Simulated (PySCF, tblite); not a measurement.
**C5H8Si− (doublet): geometry, infrared bands and EPR parameters**

What infrared bands and EPR parameters should C5H8Si− (doublet) (`C[Si@@H]1C=C[CH][CH-]1`) show?

The runs use tblite 0.8.0 and PySCF 2.14.0, with density-fitted response routines of our own; the level of theory stands in each step. All values are computed, except where a source is named. Atoms are numbered from 0 throughout.

## (1) The molecule as given

14 atoms, charge -1, multiplicity 2; geometry from: force field or distance geometry start.

Bonds of the start (Å): C0–Si1 1.83, Si1–C2 1.91, C2–C3 1.34, C3–C4 1.43, C4–C5 1.46, C5–Si1 1.86, C0–H6 1.09, C0–H7 1.09, C0–H8 1.10, Si1–H9 1.47, C2–H10 1.08, C3–H11 1.09, C4–H12 1.08, C5–H13 1.08.

## (2) Optimising the geometry with GFN2-xTB

What the job is given:

```
{"job": {"kind": "relax", "xc": "GFN2-xTB", "basis": "xTB"}, "charge": -1, "multiplicity": 2}
C     -2.137100    -0.014900     0.311700
Si    -0.585900    -0.389400    -0.586400
C      0.760300    -1.120200     0.554900
C      1.818100    -0.297600     0.638500
C      1.697100     0.912300    -0.123500
C      0.479500     1.104300    -0.897800
H     -1.963000     0.592000     1.205500
H     -2.650100    -0.922800     0.631800
H     -2.832400     0.544600    -0.323500
H     -0.764400    -1.216500    -1.793800
H      0.616900    -2.075300     1.030600
H      2.699200    -0.524800     1.234100
H      2.520800     1.609900    -0.196300
H      0.340200     1.798000    -1.708000
```

Started as:

```sh
$ OMP_NUM_THREADS=1 python probes_run.py task.json out
```

This one command runs all jobs of the session in turn.

**Question.** This job is followed by: GFN2-xTB harmonic vibrations, gas phase; UKS B3LYP, pcH-1 on C H Si, non-relativistic, mean-field spin-orbit, GIAO. Predict these results of the whole session: strongest single infrared mode (GFN2-xTB); zero-point energy (GFN2-xTB); g(iso) (B3LYP); ⟨S²⟩; largest a(iso) (averaged by class).

**Answer**, as computed:

| quantity | value |
| --- | --- |
| strongest single infrared mode (GFN2-xTB) | 1598 cm⁻¹, 868 km/mol |
| zero-point energy (GFN2-xTB) | 65.7 kcal/mol |
| g(iso) (B3LYP) | 2.00259 |
| ⟨S²⟩ | 0.754 (exact 0.75) |
| largest a(iso) (averaged by class) | 13C on C0, 88.1 MHz |

What this shows: The optimisation took 45 steps and gained 0.569 eV; among the close pairs (by a distance rule), C0–Si1 changed most, from 1.831 to 1.929 Å. No mode is imaginary among the 36: a minimum at this level. The strongest single mode, at 1598 cm⁻¹, moves mainly H9. Unscaled tight-binding wavenumbers are off by several per cent, some by more. Its intensities can rank the bands wrongly. The largest spin populations lie on C5 (0.30 e), C2 (0.30 e). The isotropic g lies 0.3 ppt above the free-electron value.
